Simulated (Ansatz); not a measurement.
**SnO: the cell at several levels of theory**

Cell and atoms of the known phase of SnO (P4/nmm) with 4 atoms a cell are relaxed in turn with PBE-D3(BJ), r2SCAN+rVV10 and PBE-D4.

Code: Ansatz 0.2.0. PAW datasets, plane waves, zero pressure. Spin-unpolarised throughout; all numbers are computed.

**1. The structure to begin with**

It is tetragonal, P4/nmm (No. 129); a = 3.799 Å, c = 4.841 Å in the conventional setting, 17.46 Å³ an atom. Sn has 4 O at 2.22 Å; O has 4 Sn at 2.22 Å.

As a file:

```
Sn O
1.0
     3.79860    0.00000    0.00000
     0.00000    3.79860    0.00000
     0.00000    0.00000    4.84080
Sn O
2 2
Cartesian
  1.8993 0.0000 1.1468
  0.0000 1.8993 3.6940
  0.0000 0.0000 0.0000
  1.8993 1.8993 0.0000
```

**2. Relaxing with PBE-D3(BJ)**

input.yaml reads:

```yaml
crystal:
  lattice:
    - [3.7986, 0.0, 0.0]
    - [0.0, 3.7986, 0.0]
    - [0.0, 0.0, 4.8408]
  atoms:
    - { symbol: Sn, position: [0.5, 0.0, 0.2369] }
    - { symbol: Sn, position: [0.0, 0.5, 0.7631] }
    - { symbol: O, position: [0.0, 0.0, 0.0] }
    - { symbol: O, position: [0.5, 0.5, 0.0] }
kpoints:
  mp_grid: { grid: [6, 6, 6] }
hamiltonian:
  xc: pbe
  dispersion: d3bj
scf:
  occupations: { method: fermi_dirac, width: 0.02 }
relax:
  f_tol: 0.005
  cell: {}
output:
  write_density: true
  write_potential: true
  elf: true
  volumetric_format: npy
```

On the command line:

```sh
> ansatz run input.yaml --threads 4 --pin off --max-ram 9216MiB --backend cpu --events-out ev --progress --plain --runs-dir out
```

After this run come: r2SCAN+rVV10: cell and atoms; Relaxing with PBE-D4.

Q: Predict the outcome of this session. Wanted: for each run, a; c; volume; space group; SCF geometries.

The runs gave:

| level | a (Å) | c (Å) | volume (Å³/atom) | space group | SCF geometries |
| --- | --- | --- | --- | --- | --- |
| PBE-D3(BJ) | 3.835 | 4.761 | 17.506 | P4/nmm | 8 |
| r2SCAN+rVV10 | 3.793 | 4.758 | 17.111 | P4/nmm | 5 |
| PBE-D4 | 3.832 | 4.742 | 17.407 | P4/nmm | 5 |

In words: From the start to the first minimum the volume moved by +0.2 %. r2SCAN+rVV10 gives the smallest cell and PBE-D3(BJ) the largest; they differ by 2.3 % in volume, a mean of 0.8 % in length.
